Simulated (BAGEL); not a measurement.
**singlet GaCl2O−: levels of theory compared**

Aim: a comparison of 6 runs (HF/6-31G*, HF/aug-cc-pVDZ, B3LYP/6-31G*, B3LYP/aug-cc-pVDZ, PBE0/aug-cc-pVDZ, RI-MP2/aug-cc-pVDZ) of singlet GaCl2O−. 

The calculation is run with BAGEL 1.2.2.

2 further runs of the same task are left out: 2 set aside as unsound or not needed.

## 1. The molecule

GaCl2O−: 4 atoms, total charge -1, spin state singlet. SMILES of the parent species: `[O][Ga]([Cl])[Cl]`. The coordinates come from a PBE0-D4/def2-TZVP relaxation. That shape belongs to the parent species and isn't relaxed for this state.

Bond lengths: O1–Ga2 1.794 Å, Ga2–Cl3 2.110 Å, Ga2–Cl4 2.110 Å. Angles: O1–Ga2–Cl3 118.5°, O1–Ga2–Cl4 118.5°, Cl3–Ga2–Cl4 123.0°.

## 2. The energy at HF/6-31G(d) (density fitting with qzvpp-jkfit, spherical functions) (run 1)

hf.json reads:

```json
{ "bagel": [

{
  "title": "molecule",
  "basis": "6-31gs.json",
  "df_basis": "qzvpp-jkfit",
  "angstrom": "true",
  "geometry": [
    { "atom": "O", "xyz": [       0.746300,       1.055700,       1.312100 ] },
    { "atom": "Ga", "xyz": [       0.035800,       0.016900,       0.034200 ] },
    { "atom": "Cl", "xyz": [       0.760400,      -1.952900,      -0.180900 ] },
    { "atom": "Cl", "xyz": [      -1.486800,       0.819800,      -1.185700 ] }
  ]
},

{
  "title": "hf",
  "charge": -1
},

{
  "title": "print",
  "file": "orbitals.molden",
  "orbitals": "true"
}

]}
```

The basis set 6-31G* is read from a file made from the Basis Set Exchange's data (not shown).

Command:

```
$ BAGEL_NUM_THREADS=1 BAGEL hf.json > hf.out
```

Output:

```text
* using 1 threads per process

  ===============================================================
  ===============================================================

  *** Geometry ***

  { "atom" : "O", "xyz" : [      1.410303,      1.994984,      2.479510 ] },
  { "atom" : "Ga", "xyz" : [      0.067652,      0.031936,      0.064629 ] },
  { "atom" : "Cl", "xyz" : [      1.436948,     -3.690446,     -0.341851 ] },
  { "atom" : "Cl", "xyz" : [     -2.809645,      1.549197,     -2.240648 ] },

  Number of auxiliary basis functions:      599

  Since a DF basis is specified, we compute 2- and 3-index integrals:
    o Being stored without compression. Storage requirement is 0.032 GB

  Number of basis functions:       82
  Number of electrons      :       73

    * METHOD: MOLECULE                             0.40

  *** RHF ***

  === Nuclear Repulsion ===
   421.6329536009

      * DIIS with orbital gradients will be used.

  === RHF iteration (6-31gs.json) ===
      0      -2916.52001628          0.02418257           0.14
      1      -2916.06100316          0.03941271           0.13
      2      -2916.90295247          0.00221161           0.14
[... 13 lines of this table left out ...]
     16      -2916.90796694          0.00000001           0.12
    * SCF iteration converged.

    * Permanent dipole moment:
           (    0.842481,     1.231474,     1.515233) a.u.

    * METHOD: HF                                   2.68

    * METHOD: PRINT                                0.01

  ===============================================================
```

Run time: 3.6 s. Hardware: 1 thread of Intel Xeon Platinum 8488C (Sapphire Rapids), shared host; peak memory 0.16 GiB.

## 3. A single-point energy at HF/aug-cc-pVDZ (density fitting with qzvpp-jkfit) (run 2)

calc.json reads:

```json
{ "bagel": [

{
  "title": "molecule",
  "basis": "aug-cc-pvdz.json",
  "df_basis": "qzvpp-jkfit",
  "angstrom": "true",
  "geometry": [
    { "atom": "O", "xyz": [       0.746300,       1.055700,       1.312100 ] },
    { "atom": "Ga", "xyz": [       0.035800,       0.016900,       0.034200 ] },
    { "atom": "Cl", "xyz": [       0.760400,      -1.952900,      -0.180900 ] },
    { "atom": "Cl", "xyz": [      -1.486800,       0.819800,      -1.185700 ] }
  ]
},

{ "title": "hf", "charge": -1 },

{ "title": "print", "file": "orbitals.molden", "orbitals": "true" }

]}
```

The basis set aug-cc-pVDZ is read from a file made from the Basis Set Exchange's data (not shown).

Command:

```
$ BAGEL_NUM_THREADS=1 BAGEL calc.json > calc.out
```

Output:

```text
* using 1 threads per process

  ===============================================================
  ===============================================================

  *** Geometry ***

  { "atom" : "O", "xyz" : [      1.410303,      1.994984,      2.479510 ] },
  { "atom" : "Ga", "xyz" : [      0.067652,      0.031936,      0.064629 ] },
  { "atom" : "Cl", "xyz" : [      1.436948,     -3.690446,     -0.341851 ] },
  { "atom" : "Cl", "xyz" : [     -2.809645,      1.549197,     -2.240648 ] },

  Number of auxiliary basis functions:      599

  Since a DF basis is specified, we compute 2- and 3-index integrals:
    o Being stored without compression. Storage requirement is 0.061 GB

  Number of basis functions:      113
  Number of electrons      :       73

    * METHOD: MOLECULE                             0.49

  *** RHF ***

  === Nuclear Repulsion ===
   421.6329536009

      * DIIS with orbital gradients will be used.

  === RHF iteration (aug-cc-pvdz.json) ===
      0      -2916.81035037          0.01714114           0.20
      1      -2914.37767156          0.05390480           0.21
      2      -2917.22203094          0.00364023           0.19
[... 12 lines of this table left out ...]
     15      -2917.23880729          0.00000000           0.20
    * SCF iteration converged.

    * Permanent dipole moment:
           (    0.940710,     1.375094,     1.691900) a.u.

    * METHOD: HF                                   3.64

    * METHOD: PRINT                                0.02

  ===============================================================
```

Wall time 4.5 s (1 thread of Intel Xeon Platinum 8488C (Sapphire Rapids), shared host); peak memory 0.21 GiB.

Runs 3 to 5 aren't shown in full; the table further down has their settings and results.

## 4. A single-point energy at RI-MP2/aug-cc-pVDZ (density fitting with qzvpp-jkfit) (run 6)

mp2.json reads:

```json
{ "bagel": [

{
  "title": "molecule",
  "basis": "aug-cc-pvdz.json",
  "df_basis": "qzvpp-jkfit",
  "angstrom": true,
  "geometry": [
    { "atom": "O", "xyz": [    0.746300,    1.055700,    1.312100 ] },
    { "atom": "Ga", "xyz": [    0.035800,    0.016900,    0.034200 ] },
    { "atom": "Cl", "xyz": [    0.760400,   -1.952900,   -0.180900 ] },
    { "atom": "Cl", "xyz": [   -1.486800,    0.819800,   -1.185700 ] }
  ]
},
{ "title": "hf", "charge": -1 },
{ "title": "mp2", "charge": -1, "ncore": 20 }

]}
```

The basis set aug-cc-pVDZ is read from a file made from the Basis Set Exchange's data (not shown).

Command:

```
$ BAGEL_NUM_THREADS=1 BAGEL mp2.json > mp2.out
```

Output:

```text
* using 1 threads per process

  ===============================================================
  ===============================================================

  *** Geometry ***

  { "atom" : "O", "xyz" : [      1.410303,      1.994984,      2.479510 ] },
  { "atom" : "Ga", "xyz" : [      0.067652,      0.031936,      0.064629 ] },
  { "atom" : "Cl", "xyz" : [      1.436948,     -3.690446,     -0.341851 ] },
  { "atom" : "Cl", "xyz" : [     -2.809645,      1.549197,     -2.240648 ] },

[... 23 lines left out ...]
    * SCF iteration converged.
[... 1 line left out ...]
    * Permanent dipole moment:
[... 2 lines left out ...]
    * METHOD: HF                                   3.67

  *** RHF ***

  === Nuclear Repulsion ===
   421.6329536009

      * DIIS with orbital gradients will be used.

  === RHF iteration (aug-cc-pvdz.json) ===
      0      -2917.23880729          0.00000000           0.19
    * SCF iteration converged.

    * Permanent dipole moment:
           (    0.940710,     1.375094,     1.691900) a.u.

  === DF-MP2 calculation ===

    * freezing 20 orbitals
    * 3-index integral transformation done
    * assembly done

      MP2 correlation energy:   -0.6123199411      0.09

      MP2 total energy:       -2917.8511272281

    * METHOD: MP2                                  0.49

  ===============================================================
```

It took 5.1 s on 1 thread of Intel Xeon Platinum 8488C (Sapphire Rapids), shared host; peak memory 0.21 GiB.

## 5. All runs side by side

| run | level | frozen core orbitals | energy (Eh) | HOMO energy (eV) | LUMO energy (eV) | HOMO–LUMO gap (eV) | wall time |
| --- | --- | --- | --- | --- | --- | --- | --- |
| 1 | HF/6-31G* (density fitting with qzvpp-jkfit, spherical functions) | – | -2916.907967 | -4.36 | 6.52 | 10.88 | 3.6 s |
| 2 | HF/aug-cc-pVDZ (density fitting with qzvpp-jkfit) | – | -2917.238807 | -4.73 | 3.71 | 8.44 | 4.5 s |
| 3 | B3LYP/6-31G* (density fitting with qzvpp-jkfit, spherical functions) | – | -2920.384243 | -0.73 | 3.48 | 4.21 | 13 s |
| 4 | B3LYP/aug-cc-pVDZ (density fitting with qzvpp-jkfit) | – | -2920.715097 | -1.17 | 2.55 | 3.72 | 12 s |
| 5 | PBE0/aug-cc-pVDZ (density fitting with qzvpp-jkfit) | – | -2920.002814 | -1.37 | 2.79 | 4.16 | 11 s |
| 6 | RI-MP2/aug-cc-pVDZ (density fitting with qzvpp-jkfit) | 20 | -2917.851127 | – | – | – | 5.1 s |

## 6. What came out

| quantity | value |
| --- | --- |
| run 6: total energy | -2917.85113 Eh |
| run 6: correlation energy (20 core orbitals frozen) | -612.3 mEh |

In words: Over runs 1, 2, 3, 4, 5 the HOMO–LUMO gap runs from 3.72 eV (B3LYP/aug-cc-pVDZ) to 10.88 eV (HF/6-31G*). The two ends differ in method and basis. The empty levels of an anion lie above zero and hang on the basis. Totals of different functionals can't be ranked against each other. All runs together took 49 s, the longest 13 s.
